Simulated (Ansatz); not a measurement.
A nudged elastic band was laid between two geometries of a periodic cell of 17 atoms, Be16H (host Be, host structure hcp, interstitial H).

The calculation used DFT PBE, scalar-relativistic, plane waves, PAW in Ansatz. Settings: cutoff 420 eV, k mesh 5x5x3, fermi-dirac smearing 0.15 eV, no spin polarisation.

```
movable images  : 5
climbing image  : yes
spring          : 2.0 eV/Å²
optimiser       : quadratic models (default)
start path      : straight line
force threshold : 0.03 eV/Å
iteration limit : 11
end points      : relaxed
```

Image 0:

```xyz
17
Lattice="-2.2900 -3.9664 0.0000 3.4350 -1.9832 0.0000 0.0000 0.0000 7.1769" Properties=species:S:1:pos:R:3
Be -0.013 -3.957 -0.016
Be 0.039 -2.626 1.769
Be 0.028 -3.981 3.613
Be 0.008 -2.643 5.381
Be -1.146 -1.977 0.004
Be 2.289 -2.640 1.791
Be -1.146 -1.941 3.616
Be 2.287 -2.640 5.405
Be 1.152 -1.985 -0.020
Be 1.150 -0.699 1.769
Be 1.152 -1.984 3.594
Be 1.151 -0.664 5.381
Be -0.004 0.002 0.004
Be 1.120 -4.611 1.773
Be -0.032 -0.016 3.616
Be 1.162 -4.635 5.400
H -1.141 -3.301 2.690
```

Image 6:

```xyz
17
Lattice="-2.2900 -3.9664 0.0000 3.4350 -1.9832 0.0000 0.0000 0.0000 7.1769" Properties=species:S:1:pos:R:3
Be 0.025 -3.980 -0.023
Be 0.034 -2.624 1.821
Be -0.018 -3.955 3.606
Be 0.004 -2.643 5.386
Be -1.150 -1.940 -0.026
Be 2.283 -2.639 1.800
Be -1.151 -1.976 3.586
Be 2.283 -2.639 5.362
Be 1.147 -1.983 -0.004
Be 1.145 -0.697 1.821
Be 1.148 -1.983 3.611
Be 1.147 -0.664 5.386
Be -0.038 -0.015 -0.025
Be 1.115 -4.609 1.818
Be -0.009 0.004 3.586
Be 1.158 -4.634 5.366
H -1.149 -3.301 0.896
```

Q: What changes between the two ends?

A: The atom that moves furthest is H17, by 1.79 Å.

Q: Give the energies along the band, and the barrier.

A: It converged. The highest image is number 3 of 0 to 6, 0.48 eV above the ends, which have the same energy within 2 meV. The order of the stationary point at the top wasn't checked. Limits of this set-up: coarse k mesh, odd electron count without spin.

| image | path coordinate (Å) | energy (eV) |
| --- | --- | --- |
| 0 | 0.00 | 0.00 |
| 1 | 0.29 | 0.12 |
| 2 | 0.59 | 0.36 |
| 3 | 0.88 | 0.48 |
| 4 | 1.18 | 0.36 |
| 5 | 1.48 | 0.12 |
| 6 | 1.77 | 0.00 |

Q: What is the geometry of the highest image?

A: 
```xyz
17
Lattice="-2.2900 -3.9664 0.0000 3.4350 -1.9832 0.0000 0.0000 0.0000 7.1769" Properties=species:S:1:pos:R:3:forces:R:3
Be 0.025 -3.979 -0.040 0.00 0.00 0.00
Be 0.070 -2.596 1.795 0.00 0.01 0.00
Be 0.025 -3.979 3.630 0.00 0.00 0.00
Be 0.004 -2.642 5.383 0.00 0.00 0.00
Be -1.149 -1.961 -0.034 0.00 0.00 0.00
Be 2.290 -2.642 1.795 0.00 0.00 0.00
Be -1.149 -1.961 3.624 0.00 0.00 0.00
Be 2.273 -2.632 5.383 0.00 0.00 0.00
Be 1.134 -1.975 -0.009 0.00 0.00 0.00
Be 1.139 -0.742 1.795 -0.01 0.00 0.00
Be 1.134 -1.975 3.599 0.00 0.00 0.00
Be 1.147 -0.662 5.383 0.00 0.00 0.00
Be -0.020 -0.004 -0.034 0.00 0.00 0.00
Be 1.084 -4.591 1.795 0.00 0.00 0.00
Be -0.020 -0.004 3.624 0.00 0.00 0.00
Be 1.159 -4.633 5.383 0.00 0.00 0.00
H -1.130 -3.311 1.795 0.01 -0.01 0.00
```

Run time: 4.2 min on 1 CPU thread of a shared host.
